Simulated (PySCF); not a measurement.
# (OMe)3Sn-O-SiH3: geometry, NMR shifts and electronic excitations, part 2 of 2

PySCF 2.14.0. Atoms count from 0.

### 4 Excited states and response: CAM-B3LYP/def2-SVPD

What the job is given:

```
{"job": {"kind": "uv", "xc": "CAM-B3LYP", "basis": "def2-SVPD", "ip": false, "nstates": 10}, "charge": 0, "multiplicity": 1}
Sn     0.499492    -0.105846     0.262974
O      0.869569    -1.976457     0.712831
C      0.241810    -2.597960     1.808496
O      1.299682     0.307386    -1.479779
C      1.259388    -0.617333    -2.540105
O      1.177702     1.105896     1.646032
C      0.751258     2.446889     1.684363
O     -1.448666     0.157512     0.149082
Si    -2.452648     0.797599    -1.007734
H     -0.860657    -2.567537     1.740109
H      0.550538    -3.655648     1.816055
H      0.540436    -2.153721     2.775280
H      1.863889    -0.208565    -3.365768
H      1.679883    -1.601411    -2.266985
H      0.234482    -0.777585    -2.923985
H     -0.349111     2.548448     1.654202
H      1.101895     2.884252     2.632956
H      1.176111     3.046356     0.858813
H     -3.859157     0.671833    -0.527305
H     -2.315900     0.069388    -2.309011
H     -2.146754     2.242496    -1.250112
```

With the program's defaults for keys left out, this is: TDDFT CAM-B3LYP/def2-SVPD, vertical, gas phase, core orbitals frozen in the response.

The program printed:

```text
coarse grid: 80368 points
cycle   1  E = -922.3735565769  dE = -2.027e+01  |g| = 3.185e+00  |ddm| = 2.799e+01
cycle   2  E = -818.3877180849  dE =  1.040e+02  |g| = 1.665e+01  |ddm| = 2.441e+02
cycle   3  E = -925.1273093625  dE = -1.067e+02  |g| = 1.624e+00  |ddm| = 2.446e+02
cycle   4  E = -925.5436179397  dE = -4.163e-01  |g| = 9.221e-01  |ddm| = 2.958e+00
cycle   5  E = -925.6997535868  dE = -1.561e-01  |g| = 2.095e-01  |ddm| = 1.769e+00
cycle   6  E = -925.7087994632  dE = -9.046e-03  |g| = 1.061e-01  |ddm| = 6.142e-01
cycle   7  E = -925.7108423532  dE = -2.043e-03  |g| = 2.767e-02  |ddm| = 1.908e-01
cycle   8  E = -925.7109871246  dE = -1.448e-04  |g| = 7.011e-03  |ddm| = 5.901e-02
cycle   9  E = -925.7109992025  dE = -1.208e-05  |g| = 1.921e-03  |ddm| = 2.407e-02
cycle  10  E = -925.7110003815  dE = -1.179e-06  |g| = 4.681e-04  |ddm| = 5.366e-03
final grid: 168896 points
cycle  11  E = -925.7109761539  dE = -1.237e-07  |g| = 4.474e-04  |ddm| = 6.037e-03
cycle  12  E = -925.7109761325  dE =  2.131e-08  |g| = 6.027e-04  |ddm| = 1.808e-03
cycle  13  E = -925.7109762007  dE = -6.815e-08  |g| = 7.517e-05  |ddm| = 8.263e-04
cycle  14  E = -925.7109762022  dE = -1.480e-09  |g| = 2.188e-05  |ddm| = 1.623e-04
cycle  15  E = -925.7109762025  dE = -2.979e-10  |g| = 1.260e-05  |ddm| = 1.109e-04
converged SCF energy = -925.7109762025

Static polarisability (au): isotropic 114.502, principal 108.622 116.703 118.180

Singlet excitations
state   eV       nm        f      main configurations
  1   5.1996    238.4   0.00969   H->L 0.85
  2   5.2670    235.4   0.01077   H-1->L 0.78
  3   5.4294    228.4   0.03507   H-2->L 0.76
  4   5.9077    209.9   0.07602   H-3->L 0.87
  5   6.0064    206.4   0.07591   H-4->L 0.81
  6   6.3080    196.6   0.02758   H-6->L 0.55, H-5->L 0.32
  7   6.3427    195.5   0.04913   H-5->L 0.53, H-6->L 0.29
  8   6.8344    181.4   0.01167   H-7->L 0.78
  9   7.8236    158.5   0.00409   H-3->L+1 0.21, H->L+1 0.19, H-8->L 0.13
 10   7.8827    157.3   0.02541   H-1->L+1 0.24, H-2->L+1 0.23, H->L+3 0.10

Triplet excitations (Tamm-Dancoff, eV): 4.7439 4.8226 4.9068 5.1992
```

Wall time 6.4 min (1 thread of AMD EPYC, shared host); peak memory 1.8 GiB.

The orbitals next to the gap, with their largest atomic shares:

```tsv
orbital	eV	atoms
HOMO−3	-10.00	O7 24 %, O5 19 %, O1 12 %
HOMO−2	-9.77	O1 29 %, O3 12 %, O5 11 %
HOMO−1	-9.72	O1 26 %, O3 21 %, O5 16 %
HOMO	-9.63	O3 32 %, O5 27 %, C4 8 %
LUMO	-0.89	Sn0 26 %, O5 14 %, O1 14 %
LUMO+1	1.07	Si8 24 %, Sn0 12 %, O7 8 %
LUMO+2	1.24	Si8 30 %, H19 10 %, Sn0 10 %
```

With each of the 10 states as a Gaussian band of 0.4 eV half-width at 1/e, the curve within the window shown has maxima at 206 nm (ε 7,800), 158 nm (ε 1,200) L/(mol cm). Beyond the last state computed it falls off for lack of states. The curve at chosen wavelengths:

nm, ε (L/mol/cm) and a bar:
```
      152        660 ##
      157       1176 ####
      161       1038 ####
      166        509 ##
      171        280 #
      176        472 ##
      180        879 ###
      185       1822 #######
      190       3383 #############
      194       4921 ###################
      199       6702 ##########################
      204       7718 ##############################
      209       7598 ##############################
      213       6798 ##########################
      218       5436 #####################
      223       4211 ################
      228       3331 #############
      232       2807 ###########
      237       2237 ########
      242       1693 ######
      246       1284 #####
      251        845 ###
      256        514 ##
      261        290 #
      265        175 
      270         88
```

Leading natural transition orbitals of singlet state 4: the hole lies on O7 36 %; O5 22 %; H19, H20 about 8 % each; the particle on Sn0 29 %; 4 O atoms about 12 % each.

Leading natural transition orbitals of singlet state 1: the hole lies on O3 40 %; O5 29 %; the particle on Sn0 32 %; O3, O5 about 15 % each; O1, O7 about 11 % each.

Further results of this job:

```tsv
property	computed
dipole moment (D)	0.78
polarisability (Å³)	16.97
HOMO–LUMO gap (eV)	8.75
−ε(HOMO) (eV)	9.63
```

### 5 Nuclear shieldings: wB97X-D/def2-TZVP+pcSseg-1

The job, as its differences from that of step 4:

```diff
@@ -1,2 +1,2 @@
-{"job": {"kind": "uv", "xc": "CAM-B3LYP", "basis": "def2-SVPD", "ip": false, "nstates": 10}, "charge": 0, "multiplicity": 1}
+{"job": {"kind": "nmr", "xc": "wB97X-D", "basis": {"default": "pcSseg-1", "Sn": "def2-TZVP"}, "pop": false}, "charge": 0, "multiplicity": 1}
 Sn     0.499492    -0.105846     0.262974
```

Method: GIAO wB97X-D/pcSseg-1 Sn:def2-TZVP NMR shielding, scalar relativity only through core potentials, gas phase.

The program printed:

```text
coarse grid: 80368 points
cycle   1  E = -923.3284640115  dE = -3.374e+01  |g| = 3.062e+00  |ddm| = 3.133e+01
cycle   2  E = -891.3888080686  dE =  3.194e+01  |g| = 9.949e+00  |ddm| = 2.217e+01
cycle   3  E = -925.8419656353  dE = -3.445e+01  |g| = 1.313e+00  |ddm| = 2.033e+01
cycle   4  E = -926.0022191367  dE = -1.603e-01  |g| = 9.606e-01  |ddm| = 1.684e+00
cycle   5  E = -926.1615695146  dE = -1.594e-01  |g| = 1.505e-01  |ddm| = 5.752e-01
cycle   6  E = -926.1683848854  dE = -6.815e-03  |g| = 6.440e-02  |ddm| = 1.893e-01
cycle   7  E = -926.1693876634  dE = -1.003e-03  |g| = 1.774e-02  |ddm| = 8.354e-02
cycle   8  E = -926.1694556845  dE = -6.802e-05  |g| = 8.940e-03  |ddm| = 2.221e-02
cycle   9  E = -926.1694707432  dE = -1.506e-05  |g| = 2.119e-03  |ddm| = 8.630e-03
cycle  10  E = -926.1694721397  dE = -1.396e-06  |g| = 8.991e-04  |ddm| = 3.042e-03
final grid: 168896 points
cycle  11  E = -926.1660898143  dE = -1.087e-05  |g| = 1.786e-03  |ddm| = 1.562e-02
cycle  12  E = -926.1660898858  dE = -7.145e-08  |g| = 1.678e-03  |ddm| = 2.713e-03
cycle  13  E = -926.1660903025  dE = -4.167e-07  |g| = 3.800e-04  |ddm| = 1.331e-03
cycle  14  E = -926.1660903281  dE = -2.554e-08  |g| = 6.152e-05  |ddm| = 2.885e-04
cycle  15  E = -926.1660903302  dE = -2.160e-09  |g| = 2.414e-05  |ddm| = 1.339e-04
cycle  16  E = -926.1660903305  dE = -2.424e-10  |g| = 1.316e-05  |ddm| = 4.598e-05
converged SCF energy = -926.1660903305

GIAO shielding tensors (ppm)
atom      isotropic    diamagn.    paramagn.     s11        s22        s33       span
  0 Sn         nan         nan         nan        nan        nan        nan        nan
  1 O      303.679     398.885     -95.207    220.793    307.241    383.002    162.209
  2 C      127.361     241.552    -114.191     98.429    100.259    183.395     84.966
  3 O      296.200     399.333    -103.133    209.290    297.137    382.173    172.883
  4 C      126.884     242.266    -115.382     98.055    100.060    182.535     84.480
  5 O      298.717     398.317     -99.601    218.631    293.198    384.321    165.690
  6 C      127.640     242.784    -115.144     98.210    101.771    182.939     84.730
  7 O      311.046     401.363     -90.318    267.805    307.748    357.584     89.778
  8 Si     381.462     879.275    -497.813    331.533    338.810    474.044    142.511
  9 H       27.451      29.796      -2.345     22.169     25.506     34.679     12.510
 10 H       27.590      26.983       0.606     23.064     24.469     35.235     12.171
 11 H       27.513      28.673      -1.160     22.613     24.994     34.931     12.318
 12 H       27.536      27.588      -0.052     23.109     24.359     35.141     12.032
 13 H       27.412      29.394      -1.983     22.259     25.365     34.612     12.353
 14 H       27.440      30.714      -3.274     22.439     25.521     34.361     11.923
 15 H       27.438      30.543      -3.104     22.053     26.040     34.223     12.171
 16 H       27.580      27.177       0.403     23.008     24.577     35.154     12.145
 17 H       27.553      29.620      -2.067     22.994     24.859     34.806     11.812
 18 H       26.302      28.495      -2.193     22.825     23.920     32.161      9.336
 19 H       26.216      30.108      -3.892     22.287     25.009     31.353      9.065
 20 H       26.249      29.847      -3.599     22.639     24.603     31.504      8.864
```

Run time: 3.4 min. Hardware: 1 thread of AMD EPYC, shared host; peak memory 1.5 GiB.

This run: δ C2 57.2, O1 33.7, O7 22.1, Si8 -28.5, H18 5.12, H9 3.88 ppm (means over like atoms).

### 6 Run by run: NMR shifts

Shifts (ppm), means over like atoms, with basis size and wall time:

```tsv
run	C2	H18	H9	O1	O7	Si8	functions	time
PBE0/def2-TZVP+pcSseg-1	57.3	5.23	3.93	44.3	28.3	-27.6	253	3.4 min
wB97X-D/def2-TZVP+pcSseg-1	57.2	5.12	3.88	33.7	22.1	-28.5	253	3.4 min
```

### 7 Results

This closing draws on all 2 parts.

| quantity | value |
| --- | --- |
| point group | C1 |
| rotational constants (main isotopes) | 0.91, 0.74, 0.68 GHz |
| 13C shifts against TMS (PBE0/def2-TZVP+pcSseg-1, means over atoms taken as alike) | 57.3 ppm |
| 1H shifts against TMS (PBE0/def2-TZVP+pcSseg-1, means over atoms taken as alike) | 5.23, 3.93 ppm |
| 17O shifts against H2O (PBE0/def2-TZVP+pcSseg-1, means over atoms taken as alike) | 44.3, 28.3 ppm |
| 29Si shifts against TMS (PBE0/def2-TZVP+pcSseg-1) | -27.6 ppm |
| surface potential, 1st and 99th percentile | -1.27 V and 1.70 V |
| lowest singlet (CAM-B3LYP/def2-SVPD) | 5.20 eV (238 nm), f = 0.010 |
| brightest single state of those computed | state 4, 5.91 eV, f = 0.076 |
| lowest triplet | 4.74 eV |
| range of the shift of O1 | 33.7 to 44.3 ppm |

In words: The start was shaken at random, so part of the energy gained undoes that. Over 13 steps the energy fell by 0.658 eV; of the close pairs, Sn0–O3 changed most, 2.033 to 1.962 Å. No frequency check was run at this level, so the end point may be a saddle. At PBE0/def2-TZVP+pcSseg-1: The largest span, 181 ppm, is at O1, O3, O5, where the paramagnetic term is -108 ppm. By nearest atom (PBE0/def2-TZVP+pcSseg-1), the HOMO sits on O3, O5 about 32 % each; H13, H17 about 6 % each and the LUMO on Sn0 31 %; 4 O atoms about 12 % each. The lowest singlet, at 5.20 eV, is HOMO→LUMO 0.85 and is weak; of the 10 states computed, the strongest absorption comes from state 4 at 5.91 eV. The lowest triplet lies 0.46 eV below the lowest singlet (triplets in Tamm-Dancoff, singlets in full TDDFT). Spin-orbit coupling, left out, mixes singlets and triplets in elements this heavy. Across the 2 runs the shift of O1 (with its like atoms) moves most, between 33.7 (wB97X-D/def2-TZVP+pcSseg-1) and 44.3 ppm (PBE0/def2-TZVP+pcSseg-1). Spin-orbit coupling is left out, which matters for shieldings and couplings at and beside the heavy atoms.
